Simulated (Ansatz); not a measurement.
# MgH2: the band gap up the ladder of functionals

The task here is to estimate one member of a computed series from the others.

The runs shown are made with Ansatz 0.2.0. PAW datasets, plane waves. Spin-unpolarised throughout; all numbers are computed.

## The structure to begin with

The cell was relaxed beforehand with r2SCAN.

Space group P4_2/mnm (No. 136), tetragonal; a = 4.485 Å, c = 2.996 Å in the conventional setting, 10.05 Å³ an atom. Near Mg stand 6 H at 1.93–1.94 Å; near H stand 3 Mg at 1.93–1.94 Å.

Coordinates:

```cif
data_structure
_symmetry_space_group_name_H-M 'P 1'
_symmetry_Int_Tables_number 1
_cell_length_a 4.4849
_cell_length_b 4.4849
_cell_length_c 2.9964
_cell_angle_alpha 90.000
_cell_angle_beta 90.000
_cell_angle_gamma 90.000
_cell_volume 60.27
loop_
_atom_site_label
_atom_site_type_symbol
_atom_site_fract_x
_atom_site_fract_y
_atom_site_fract_z
_atom_site_occupancy
Mg1 Mg 0.00000 0.00000 0.00000 1
Mg2 Mg 0.50000 0.50000 0.50000 1
H1 H 0.30468 0.30468 0.00000 1
H2 H 0.19532 0.80468 0.50000 1
H3 H 0.69532 0.69532 0.00000 1
H4 H 0.80468 0.19532 0.50000 1
```

Set-up of the first run:

Input file input.yaml:

```yaml
crystal:
  lattice:
    - [4.4849452995, 0.0, 0.0]
    - [0.0, 4.4849452995, 0.0]
    - [0.0, 0.0, 2.9964065034]
  atoms:
    - { symbol: Mg, position: [0.0, 0.0, 0.0] }
    - { symbol: Mg, position: [0.5, 0.5, 0.5] }
    - { symbol: H, position: [0.3046827735, 0.3046827735, 0.0] }
    - { symbol: H, position: [0.1953172265, 0.8046827735, 0.5] }
    - { symbol: H, position: [0.6953172265, 0.6953172265, 0.0] }
    - { symbol: H, position: [0.8046827735, 0.1953172265, 0.5] }
kpoints:
  mp_grid: { grid: [6, 6, 8] }
  band_path:
    path:
      - [[0.0, 0.0, 0.0], [1.484370199601e-51, 0.5, 0.0], [0.5, 0.5, 0.0], [0.0, 0.0, 0.0], [0.0, 0.0, 0.5], [1.484370199601e-51, 0.5, 0.5], [0.5, 0.5, 0.5], [0.0, 0.0, 0.5]]
      - [[1.484370199601e-51, 0.5, 0.0], [1.484370199601e-51, 0.5, 0.5]]
      - [[0.5, 0.5, 0.0], [0.5, 0.5, 0.5]]
    npoints: 10
hamiltonian:
  xc: pbe
scf:
  occupations: { method: fermi_dirac, width: 0.02 }
  n_extra_bands: 5
output:
  forces: true
  stress: true
  eigenvalues: true
```

Started as:

```
$ ansatz run input.yaml --threads 4 --pin off --max-ram 9216MiB --backend cpu --events-out ev --progress --plain --runs-dir out
```

Steps of the session up to this table: Band structure with PBE; r2SCAN; HSE06 at the same geometry; PBE0 at the same geometry; Single point with LDA; One-shot GW from PBE; Quasiparticle levels, G0W0@PBE; DDH-PBE0; Single point with r2SCANh.

One of the session's tables, all rows but one given; the rest of the session is left out.

```
                     level  gap (eV)
                       PBE      3.76
                    r2SCAN      4.38
                     HSE06      4.84
                      PBE0      5.57
                       LDA      3.38
G0W0@PBE (179 empty bands)      5.76
G0W0@PBE (330 empty bands)         ?
                  DDH-PBE0      5.58
                   r2SCANh      5.02
```

Q: Estimate the row for G0W0@PBE (330 empty bands) from the others.

**Answer.** gap (eV): 5.83. In the column «gap (eV)» it is the highest.

Meshes: PBE 6×6×8, r2SCAN 6×6×8, HSE06 4×4×6, PBE0 4×4×6, LDA 6×6×8, DDH-PBE0 4×4×6, r2SCANh 4×4×6

In words: The gap runs from 3.38 eV (LDA) to 5.83 eV (G0W0@PBE (330 empty bands)). PBE reaches 64 % of the G0W0@PBE value, and r2SCAN 75 %. PBE0 lies 0.73 eV above HSE06, which differs from it by screening the long-range exchange. G0W0 values are finite-basis, finite-mesh values.

Caveats from the session: Warnings in the runs' records: stress exchange threshold loose, stress scf threshold loose.
